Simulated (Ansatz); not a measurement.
CH₇AlOSi, SMILES [CH3][Al]([OH])[SiH3], a comparison of dispersion corrections

Computed with the Ansatz DFT code, driven from Python.

Notebook, run cell by cell (the value of a cell's last expression is shown):

```python
import ansatz

GEOMETRY = """
C     0.14940    1.80300    0.49820
Al    0.20830   -0.14190    0.51450
O     1.06230   -0.98800    1.86560
Si   -0.71150   -1.38710   -1.21550
H     1.12650    2.26690    0.43460
H    -0.41820    2.21790    1.39920
H    -0.43890    2.17430   -0.40670
H     2.06760   -1.04720    1.55270
H    -2.22560   -1.10530   -1.20270
H    -0.18180   -1.01980   -2.47610
H    -0.57280   -2.82970   -0.94320
"""
```

```python
molecule = ansatz.Crystal.molecule()
for line in GEOMETRY.strip().splitlines():
    symbol, *xyz = line.split()
    molecule = molecule.atom(symbol, [float(v) for v in xyz])

calc = molecule.calculation().basis(gaussian="def2-SVP")
for name in ["blyp", "pbe"]:
    for correction in ("d3bj", "d4"):
        r = calc.functional(name, dispersion=correction).run().report
        print(f"{name:8s} {correction:5s} total {r['free_energy_ev']:.5f} eV, of which dispersion {1000 * r['dispersion']['energy']['ev']:.2f} meV")
```

    blyp     d3bj  total -17665.41173 eV, of which dispersion -432.96 meV
    blyp     d4    total -17665.38896 eV, of which dispersion -410.20 meV
    pbe      d3bj  total -17654.80369 eV, of which dispersion -195.81 meV
    pbe      d4    total -17654.80035 eV, of which dispersion -192.47 meV

What to keep in mind:
- Total energies depend on the basis set; only differences at equal settings carry meaning.
- The geometry is a force-field or estimated start, not a minimum of this method, and the basis set is short of its limit. D4 holds the three-body term, and d3bj doesn't.
- Hardware and time: 9.5 s on 1 thread of Arm Neoverse V2 (shared host), peak memory 0.19 GiB.
